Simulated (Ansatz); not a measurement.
# H₇MgNSi₂: one species, many methods

How much do the methods differ for H₇MgNSi₂? The plan is to run it at one geometry with functionals of several rungs and with coupled cluster, and see how far each lands from CCSD(T) at the basis-set limit for the atomisation energy.

Computed with Ansatz 0.2.0, Gaussian basis. Level: functionals in def2-TZVPP, the program's frozen cores in correlated methods.

Plan: LDA (SPW92), PBE-D4, revPBE-D4, BLYP-D4, r2SCAN-D4, B97M-V, PBE0-D4, B3LYP-D4, r2SCANh-D4, r2SCAN0-D4, HSE06-D4, BHLYP-D4, CAM-B3LYP-D4, LC-ωPBE, ωB97X-V, ωB97M-V, B2PLYP, PBE-QIDH; CCSD(T)/def2-SVP; CCSD(T)/def2-TZVPP; MP2/def2-QZVPP; extrapolation to the limit; RPA on PBE.

### Step 1. Structure used throughout

An earlier PBE0-D4 in a triple-zeta def2 set relaxation fixed the geometry.

11 atoms, charge 0, spin multiplicity 1.

Atoms are counted from 1 here; the program's logs count them from 0.

Bond lengths: Mg1–N2 1.928 Å, Mg1–H5 1.688 Å, N2–Si3 1.708 Å, N2–Si4 1.708 Å, Si3–H6 1.501 Å, Si3–H7 1.492 Å, Si3–H8 1.492 Å, Si4–H9 1.492 Å, Si4–H10 1.501 Å, Si4–H11 1.492 Å. Angles: N2–Mg1–H5 180.0°, Mg1–N2–Si3 116.8°, Mg1–N2–Si4 116.7°, Si3–N2–Si4 126.5°, N2–Si3–H6 107.0°, N2–Si3–H7 113.8°, N2–Si3–H8 113.8°, H6–Si3–H7 107.3°, H6–Si3–H8 107.3°, H7–Si3–H8 107.3°, N2–Si4–H9 113.8°, N2–Si4–H10 107.0°, N2–Si4–H11 113.8°, H9–Si4–H10 107.3°, H9–Si4–H11 107.2°, H10–Si4–H11 107.3°.

### Step 2. LDA

This LDA is Slater exchange with PW92 correlation.

File in.yaml:

```yaml
crystal:
  periodic: [false, false, false]
  atoms:
    - {symbol: Mg, position_ang: [-0.512547, 2.003387, -0.290005]}
    - {symbol: N, position_ang: [-0.035758, 0.155164, -0.021023]}
    - {symbol: Si, position_ang: [0.343130, -0.317850, 1.575867]}
    - {symbol: Si, position_ang: [-0.033535, -0.846758, -1.404293]}
    - {symbol: H, position_ang: [-0.930051, 3.622407, -0.525278]}
    - {symbol: H, position_ang: [0.204100, 0.902152, 2.439460]}
    - {symbol: H, position_ang: [1.737793, -0.820735, 1.739624]}
    - {symbol: H, position_ang: [-0.570566, -1.359601, 2.127872]}
    - {symbol: H, position_ang: [-1.007786, -1.973918, -1.332768]}
    - {symbol: H, position_ang: [-0.429834, 0.013352, -2.569143]}
    - {symbol: H, position_ang: [1.300553, -1.434600, -1.719615]}
basis:
  gaussian: {orbitals: def2-TZVPP}
hamiltonian: {xc: lda}
output: {orbitals: {seedname: orbitals}}
```

Command:

```
ansatz run in.yaml --threads 4 --pin off --events-out ev --progress --plain --max-ram 10444MiB
```

After this run come: PBE-D4 (GGA); revPBE-D4 (GGA); BLYP-D4 (GGA); r2SCAN-D4 (meta-GGA); B97M-V (meta-GGA); B3LYP-D4 (hybrid); r2SCANh-D4 (hybrid); r2SCAN0-D4 (hybrid); HSE06-D4 (hybrid); BHLYP-D4 (hybrid); CAM-B3LYP-D4 (range-separated); LC-ωPBE (range-separated); ωB97X-V (range-separated); ωB97M-V (range-separated); B2PLYP (double hybrid); PBE-QIDH (double hybrid); CCSD(T) in def2-SVP; CCSD(T) in def2-TZVPP; MP2 in def2-QZVPP; RPA on PBE orbitals.

Before running them: what should the planned runs give, taken together? Wanted: atomisation energy, CCSD(T)/CBS; farthest beyond LDA; mean size of error, GGA; mean size of error, meta-GGA; mean size of error, hybrid; mean size of error, range-separated; mean size of error, double hybrid; gap, smallest and largest; T1 diagnostic.

**Answer**, as computed:

| quantity | value |
| --- | --- |
| atomisation energy, CCSD(T)/CBS | 3188.6 kJ/mol |
| functionals within 15.9 kJ/mol (0.5 %) | B97M-V, CAM-B3LYP-D4, ωB97X-V |
| farthest beyond LDA | revPBE-D4 (-104.7 kJ/mol) |
| mean size of error, GGA | 73.3 kJ/mol |
| mean size of error, meta-GGA | 14.7 kJ/mol |
| mean size of error, hybrid | 54.8 kJ/mol |
| mean size of error, range-separated | 23.6 kJ/mol |
| mean size of error, double hybrid | 72.7 kJ/mol |
| gap, smallest and largest | 4.15 eV (LDA (SPW92)), 11.00 eV (LC-ωPBE) |
| T1 diagnostic | 0.0106 |
| triples share of the correlation energy | 2.9 % |

In words: LDA overbinds by 290.9 kJ/mol (9 %). PBE-D4 misses by -64.5 kJ/mol. Double hybrids carry the basis error of their MP2 part in triple zeta, and no dispersion term here, so their miss is partly the set-up's. Taken by rung, meta-GGA functionals do best (14.7 kJ/mol on average) and GGA ones worst beyond LDA (73.3 kJ/mol). Misses under about 15.9 kJ/mol are within the doubt on the reference itself, which lacks core-valence correlation, relativity and higher excitations. Hartree-Fock recovers 73 % of the binding; the rest is correlation. CCSD(T) in def2-SVP is off by -262.1 kJ/mol, which most functionals beat. The gap grows from 4.2 to 11.0 eV across the functionals, mostly with the share of exact exchange. Correlated methods include outer-core shells of Mg, which these sets cover unevenly.
